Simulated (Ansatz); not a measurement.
Task: a ladder of methods at one geometry of C3H6Se (charge +1), SMILES C1C[Se+]C1, with the Ansatz DFT code, driven from Python. Give the script and its output. Level of theory (for the species named): BLYP, def2-SVP basis, multiplicity 2. The script varies functional: blyp, r2scan, cam_b3lyp, hse06.

```xyz
10

C    -0.0759    0.6004   -0.3861
C     1.1568   -0.1886    0.0239
Se    0.1978   -1.5652    1.0066
C    -1.0950   -0.3012    0.2912
H    -0.0752    1.6228    0.0501
H    -0.2076    0.6158   -1.4898
H     1.6924   -0.6140   -0.8515
H     1.8251    0.3954    0.6919
H    -1.6428    0.2219    1.1036
H    -1.7756   -0.7874   -0.4398
```

`c3h6se_methods.py`:
```python
"""One geometry of C3H6Se(+), method by method."""

from pathlib import Path

import ansatz as az
import numpy as np

mol = (
    az.Crystal.molecule()
    .atom("C", [-0.0759, 0.6004, -0.3861])
    .atom("C", [1.1568, -0.1886, 0.0239])
    .atom("Se", [0.1978, -1.5652, 1.0066])
    .atom("C", [-1.095, -0.3012, 0.2912])
    .atom("H", [-0.0752, 1.6228, 0.0501])
    .atom("H", [-0.2076, 0.6158, -1.4898])
    .atom("H", [1.6924, -0.614, -0.8515])
    .atom("H", [1.8251, 0.3954, 0.6919])
    .atom("H", [-1.6428, 0.2219, 1.1036])
    .atom("H", [-1.7756, -0.7874, -0.4398])
)

calc = (
    mol.calculation()
    .basis(gaussian="def2-SVP")
    .charge(1)
    .spin("collinear", total=1)
)

print("functional    E (Ha)        dipole (D)   HOMO (eV)  LUMO (eV)")
for name in ["blyp", "r2scan", "cam_b3lyp", "hse06"]:
    summary = calc.functional(name).forces().orbitals().run(runs_dir="runs").report
    lines = Path(summary["orbitals_path"]).read_text().splitlines()
    field_of = lambda key: [line.split("=")[1].strip() for line in lines if line.startswith(key)]
    orbitals = [(27.211386 * float(e), s, float(n)) for e, s, n in zip(field_of("Ene="), field_of("Spin="), field_of("Occup="))]
    homo = max(e for e, _, n in orbitals if n > 0.5)
    lumo = min(e for e, _, n in orbitals if n < 0.5)
    dipole = 4.803205 * np.linalg.norm(summary["charge_distribution"]["dipole_moment_e_ang"])
    print(f"{name:10s} {summary['free_energy_ev'] / 27.211386246:14.6f} {dipole:9.3f} {homo:11.3f} {lumo:10.3f}")
```

`python c3h6se_methods.py` gives:
```text
functional    E (Ha)        dipole (D)   HOMO (eV)  LUMO (eV)
blyp         -2518.734148     1.542     -12.351    -11.322
r2scan       -2518.686566     1.579     -12.974    -11.177
cam_b3lyp    -2518.812330     1.302     -15.290     -9.380
hse06        -2518.339429     1.418     -13.564    -10.841
```

What to keep in mind:
- Total energies depend on the basis set; only differences at equal settings carry meaning.
- The geometry is a force-field or estimated start, not a minimum of this method, and the basis set is short of its limit. A lower total doesn't mark the better method: functionals have no common bound, and MP2 and coupled cluster aren't variational.
- The run takes the species as open-shell (spin multiplicity 2), which needn't be its ground state.
- An ion's dipole depends on the origin; the program takes it about the centre of nuclear charge.
- Levels such as HOMO and LUMO are orbital energies: with these approximate functionals they aren't the ionisation energy and electron affinity, and their gap isn't the fundamental gap.
- hse06 follows the composition of plane-wave codes, whose totals differ by tens of mHa, up to about 0.1 Ha, from the form usual in Gaussian-basis programs (wpbeh).
- Finished in 44 s on 1 thread of Arm Neoverse V1, with other jobs on the host, peak memory 0.43 GiB.
